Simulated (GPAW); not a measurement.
Crystal: InSe2.

```xyz
6
Lattice="3.8949 0.0000 0.0000 0.0000 3.8949 0.0000 0.0000 0.0000 9.6262" Properties=species:S:1:pos:R:3 pbc="T T T"
In    1.9474    0.0000    2.8256
In    0.0000    1.9474    6.8006
Se    1.9474    1.9474    0.0000
Se    0.0000    0.0000    0.0000
Se    1.9474    0.0000    6.1010
Se    0.0000    1.9474    3.5252
```

The cell comes from a database or a generator and needn't be the stable form of this composition.

Base run:

| Item | Value |
| --- | --- |
| Program | GPAW 26.7.0 |
| Functional | PBE |
| Potentials or basis | GPAW PAW data sets (gpaw-data 1.2.1) |
| Cutoff | 450 eV |
| Basis | pw |
| k mesh | 6 × 6 × 3 |
| Occupations | fermi-dirac, width 0.05 eV |
| Spin | no spin polarisation |

Its results: pressure -1.3 GPa; largest force 0.065 eV/Å.

The run is repeated on the same cell with these changes: cutoff from 450 eV to 600 eV. What comes out?

Pressure -0.4 GPa; largest force 0.065 eV/Å.

Caveats: the cutoff is short for stress and forces, so pressures can be off by a GPa or more (some runs).

Not every run made on this cell is shown here.
